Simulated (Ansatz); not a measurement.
# Hf (Hafnium): the cost of one run

Method: DFT PBE, scalar-relativistic, plane waves, PAW, in Ansatz 0.2.0.

### Step 1. The starting structure

Symmetry: P6_3/mmc, No. 194, hexagonal system. The conventional cell has a = 3.206 Å, b = 3.206 Å, c = 5.065 Å, α = 90.00°, β = 90.00°, γ = 120.00°. Hf (site symmetry -6m2) has 12 Hf at 3.14 to 3.21 Å as nearest neighbours.

Structure file:

```cif
data_structure
_symmetry_space_group_name_H-M 'P 1'
_symmetry_Int_Tables_number 1
_cell_length_a 3.2058
_cell_length_b 3.2058
_cell_length_c 5.0655
_cell_angle_alpha 90.000
_cell_angle_beta 90.000
_cell_angle_gamma 120.000
_cell_volume 45.08
loop_
_atom_site_label
_atom_site_type_symbol
_atom_site_fract_x
_atom_site_fract_y
_atom_site_fract_z
_atom_site_occupancy
Hf1 Hf 0.33333 0.66667 0.25000 1
Hf2 Hf 0.66667 0.33333 0.75000 1
```

An earlier run at PBE left this cell at 22.542 Å³/atom and -0.01 GPa (16×16×10 mesh).

### Step 2. Field gradients and densities at the nuclei

Input file input.yaml:

```yaml
crystal:
  lattice:
    - [3.2057721389, 0.0, 0.0]
    - [-1.6028860695, 2.776280111, 0.0]
    - [0.0, 0.0, 5.0654974694]
  atoms:
    - { symbol: Hf, position: [0.3333333333, 0.6666666667, 0.25] }
    - { symbol: Hf, position: [0.6666666667, 0.3333333333, 0.75] }
basis:
  ecutwfc: 420
  ecutrho_ratio: 4
kpoints:
  mp_grid: { grid: [16, 16, 10] }
hamiltonian:
  xc: pbe
scf:
  occupations: { method: gaussian, width: 0.05 }
output:
  forces: true
  stress: true
  eigenvalues: true
  efg: { contact_densities: true, quadrupole_moments_barn: { Hf: 3.365 } }
```

Run with:

```console
$ ansatz run input.yaml --threads 1 --pin off --max-ram 2560MiB --backend cpu --events-out ev --progress --plain --runs-dir out
```

What time and memory should one allow on 1 thread of Intel Xeon Platinum 8488C (Sapphire Rapids), shared host?

About 8.3 s, with a peak of 0.55 GiB.
